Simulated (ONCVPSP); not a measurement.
# Mo: the cost of one run

The numbers are computed with ONCVPSP 4.0.1.1 (patched build) (PBE, scalar-relativistic, spin-unpolarised reference atom).

## 1. Settings

The settings as typed:

- element: molybdenum (Mo, Z = 42)
- type: optimised norm-conserving Vanderbilt (ONCV)
- frozen core: [Ar] 3d10
- valence charge: 14
- reference configuration: 4s2 4p6 4d5 5s0.5 (charge +0.5)
- partial waves: 4s+5s: rc 2.05 bohr, ncon 4, nbas 7, qcut 6.5 1/bohr, 2 projectors; 4p: rc 1.65 bohr, ncon 3, nbas 7, qcut 9.9 1/bohr, 2 projectors, debl 1.5 Ha; 4d: rc 2.25 bohr, ncon 4, nbas 9, qcut 8.2 1/bohr, 3 projectors, debl 2.2 Ha; f scattering state at 0.05 Ha: rc 1.75 bohr, ncon 4, nbas 7, qcut 6.5 1/bohr, 2 projectors, debl 2.8 Ha
- local potential: polynomial inside 1.65 bohr (lpopt 5, dvloc0 -1 Ha)
- core correction: Teter function fitted to the true core (icmod 2), fcfact 0.7

The nodes and maxima of the atom's own shells, from an earlier all-electron run, set the scale for the radii.

All-electron outer shells of the reference configuration (PBE, scalar-relativistic, ld1.x):

```csv
shell,level (eV),outermost node (bohr),outermost maximum (bohr)
3d,-224.15,–,0.32
4s,-67.56,0.51,0.99
4p,-41.72,0.52,1.08
4d,-6.94,0.53,1.38
5s,-6.86,1.34,2.86
5p,-3.36,1.54,3.76
```

## 2. Generating the potential

Input file Mo.dat:

```
# ATOM AND REFERENCE CONFIGURATION
# atsym  z   nc   nv     iexc    psfile
  Mo 42.00    6    4        4      upf
#
#   n    l    f
    1    0    2.00
    2    0    2.00
    2    1    6.00
    3    0    2.00
    3    1    6.00
    3    2   10.00
    4    0    2.00
    4    1    6.00
    4    2    5.00
    5    0    0.50
#
# PSEUDOPOTENTIAL AND OPTIMIZATION
# lmax
    3
#
#   l,   rc,      ep,       ncon, nbas, qcut
    0    2.05    0.00    4    7    6.50
    1    1.65    0.00    3    7    9.90
    2    2.25    0.00    4    9    8.20
    3    1.75    0.05    4    7    6.50
#
# LOCAL POTENTIAL
# lloc, lpopt,  rc(5),   dvloc0
    4    5    1.65   -1.00
#
# VANDERBILT-KLEINMAN-BYLANDER PROJECTORs
# l, nproj, debl
    0    2    1.00
    1    2    1.50
    2    3    2.20
    3    2    2.80
#
# MODEL CORE CHARGE
# icmod, fcfact, rcfact
    2    0.70    0.80
#
# LOG DERIVATIVE ANALYSIS
# epsh1, epsh2, depsh
   -4.00    5.00    0.02
#
# OUTPUT GRID
# rlmax, drl
    6.00    0.01
#
# TEST CONFIGURATIONS
# ncnf
    4
# nvcnf
#   n    l    f
    4
    4    0    2.00
    4    1    6.00
    4    2    5.00
    5    0    1.00
#
    4
    4    0    2.00
    4    1    6.00
    4    2    5.00
    5    0    0.00
#
    4
    4    0    2.00
    4    1    6.00
    4    2    4.00
    5    0    0.00
#
    5
    4    0    2.00
    4    1    6.00
    4    2    4.00
    5    0    1.00
    5    1    1.00
#
```

Run with:

```console
oncvpsp.x < Mo.dat > Mo.out
```

**Question.** How long does this run take on 1 thread of Neoverse-N1, shared host?

About 7.8 s.
